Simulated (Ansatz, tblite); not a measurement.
# B(NH2Me)Me3 (C4H14BN): a ladder of methods and basis sets

Aim: run the singlet of B(NH2Me)Me3 (C4H14BN) at one geometry on many levels, and compare frontier levels, spin and run time.

Computed with Ansatz 0.2.0, Gaussian basis. Level: as each input shows.

The runs, in order: GFN1-xTB, GFN2-xTB, PBE-D4/def2-TZVP, r2SCAN-D4/def2-TZVP, BLYP-D4/def2-TZVP, ωB97X-V/def2-TZVP, HSE06-D4/def2-TZVP, PBE-D4/def2-SVP, PBE0-D4/def2-SVP, HF/STO-3G, CCSD(T)/def2-SVP, MP2/def2-TZVP.

2 further runs of the same task are left out: 2 set aside as unsound or not needed. Runs told in other sessions of the task aren't counted.

### Step 1. The geometry

The geometry is that of the singlet, from an earlier relaxation (PBE-D4/def2-SVP).

20 atoms, charge 0, spin multiplicity 1.

Bond lengths: B1–C3 1.628 Å, B1–C4 1.628 Å, B1–C5 1.631 Å, B1–N6 1.685 Å, C2–N6 1.477 Å, C2–H9 1.108 Å, C2–H10 1.105 Å, C2–H11 1.105 Å, C3–H12 1.111 Å, C3–H13 1.115 Å, C3–H14 1.113 Å, C4–H15 1.111 Å, C4–H16 1.113 Å, C4–H17 1.115 Å, C5–H18 1.115 Å, C5–H19 1.115 Å, C5–H20 1.111 Å, N6–H7 1.032 Å and more. Angles: C3–B1–C4 114.3°, C3–B1–C5 113.0°, C3–B1–N6 106.4°, C4–B1–C5 113.0°, C4–B1–N6 106.4°, C5–B1–N6 102.5°, N6–C2–H9 112.1°, N6–C2–H10 108.8°, N6–C2–H11 108.8°, H9–C2–H10 109.5°, H9–C2–H11 109.5°, H10–C2–H11 108.1°, B1–C3–H12 109.2°, B1–C3–H13 113.8°, B1–C3–H14 114.6°, H12–C3–H13 105.7°, H12–C3–H14 105.7°, H13–C3–H14 107.3° and more.

Coordinates:

```
B    -0.1200   -0.1970   -0.4669
C     0.5482    0.9023    1.9259
C     1.4402   -0.2279   -0.9301
C    -0.9238    1.1462   -0.9137
C    -0.9208   -1.5701   -0.8300
N    -0.1168   -0.2100    1.2185
H     0.3055   -1.1102    1.4939
H    -1.1069   -0.2714    1.5020
H     0.4850    0.7935    3.0272
H     1.6090    0.9356    1.6190
H     0.0734    1.8523    1.6213
H     1.4905   -0.3418   -2.0345
H     2.0161   -1.0864   -0.5117
H     2.0117    0.6987   -0.6971
H    -1.0530    1.1437   -2.0175
H    -0.4023    2.1004   -0.6744
H    -1.9529    1.2156   -0.4896
H    -1.9685   -1.5938   -0.4478
H    -0.4167   -2.4947   -0.4622
H    -0.9977   -1.6850   -1.9323
```

PBE0-D4/def2-TZVP was run before; its log isn't repeated, and its numbers join the tables.

### Step 2. GFN1-xTB

Tight binding, by tblite at 300 K electronic temperature and without a spin-polarisation term:

```python
tblite.interface.Calculator('GFN1-xTB', numbers, positions, charge=0, uhf=0).singlepoint()
```

Energy -562.5211 eV, HOMO -11.22 eV, LUMO -4.43 eV; 0.01 s.

### Step 3. GFN2-xTB

Tight binding, by tblite at 300 K electronic temperature and without a spin-polarisation term:

```python
tblite.interface.Calculator('GFN2-xTB', numbers, positions, charge=0, uhf=0).singlepoint()
```

Energy -539.7970 eV, HOMO -9.76 eV, LUMO -1.08 eV; 0.006 s.

### Step 4. PBE-D4/def2-TZVP

start.molden holds the orbitals of an earlier run on this state, given as this run's starting guess.

File in.yaml:

```yaml
crystal:
  periodic: [false, false, false]
  atoms:
    - {symbol: B, position_ang: [-0.120003, -0.197000, -0.466911]}
    - {symbol: C, position_ang: [0.548240, 0.902339, 1.925927]}
    - {symbol: C, position_ang: [1.440198, -0.227886, -0.930115]}
    - {symbol: C, position_ang: [-0.923820, 1.146194, -0.913740]}
    - {symbol: C, position_ang: [-0.920844, -1.570149, -0.829952]}
    - {symbol: N, position_ang: [-0.116790, -0.210042, 1.218516]}
    - {symbol: H, position_ang: [0.305457, -1.110248, 1.493882]}
    - {symbol: H, position_ang: [-1.106911, -0.271354, 1.502030]}
    - {symbol: H, position_ang: [0.484972, 0.793506, 3.027170]}
    - {symbol: H, position_ang: [1.609040, 0.935592, 1.619009]}
    - {symbol: H, position_ang: [0.073407, 1.852292, 1.621314]}
    - {symbol: H, position_ang: [1.490493, -0.341786, -2.034451]}
    - {symbol: H, position_ang: [2.016100, -1.086388, -0.511726]}
    - {symbol: H, position_ang: [2.011746, 0.698731, -0.697089]}
    - {symbol: H, position_ang: [-1.053044, 1.143715, -2.017532]}
    - {symbol: H, position_ang: [-0.402329, 2.100358, -0.674443]}
    - {symbol: H, position_ang: [-1.952925, 1.215626, -0.489610]}
    - {symbol: H, position_ang: [-1.968539, -1.593758, -0.447830]}
    - {symbol: H, position_ang: [-0.416726, -2.494749, -0.462170]}
    - {symbol: H, position_ang: [-0.997733, -1.685002, -1.932290]}
basis:
  gaussian: {orbitals: def2-TZVP, initial_orbitals: start.molden}
hamiltonian: {xc: pbe, dispersion: d4}
scf: {omitted_lower_state_checks: [starts]}
output: {forces: true, orbitals: {seedname: orbitals}}
```

Run with:

```
$ ansatz run in.yaml --threads 4 --pin off --events-out ev --progress --plain --max-ram 4787MiB
```

After this run come: r2SCAN-D4/def2-TZVP; BLYP-D4/def2-TZVP; ωB97X-V/def2-TZVP; HSE06-D4/def2-TZVP; PBE-D4/def2-SVP; PBE0-D4/def2-SVP; HF/STO-3G; CCSD(T)/def2-SVP; MP2/def2-TZVP.

Q: Predict the results of all the runs planned. Wanted: gap in def2-TZVP, named functionals, smallest and largest; correlation energy, CCSD(T)/def2-SVP; correlation energy, MP2/def2-TZVP; binding an atom, CCSD(T)/def2-SVP; PBE0 total energy, smallest basis above largest.

**Answer**, as computed:

| quantity | value |
| --- | --- |
| gap in def2-TZVP, named functionals, smallest and largest | 5.36 eV (BLYP-D4), 11.88 eV (ωB97X-V) |
| correlation energy, CCSD(T)/def2-SVP | -26.92 eV |
| correlation energy, MP2/def2-TZVP | -28.16 eV |
| binding an atom, CCSD(T)/def2-SVP | 3.758 eV |
| PBE0 total energy, smallest basis above largest | 6.95 eV (def2-SVP, def2-TZVP) |

**Reading.** Orbital gaps of the named functionals in def2-TZVP span 5.36 eV (BLYP-D4) to 11.88 eV (ωB97X-V); exact exchange widens it. A small miss in a minimal or small basis is a cancelling of errors, not accuracy. The functionals in def2-TZVP miss CCSD(T)/def2-SVP by +0.136 (BLYP-D4) to +0.209 eV (PBE-D4) an atom. The yardstick is in a double-zeta basis, so levels in larger sets aren't compared like for like. CCSD(T)/def2-SVP isn't at the basis-set limit; small misses against it rank nothing.
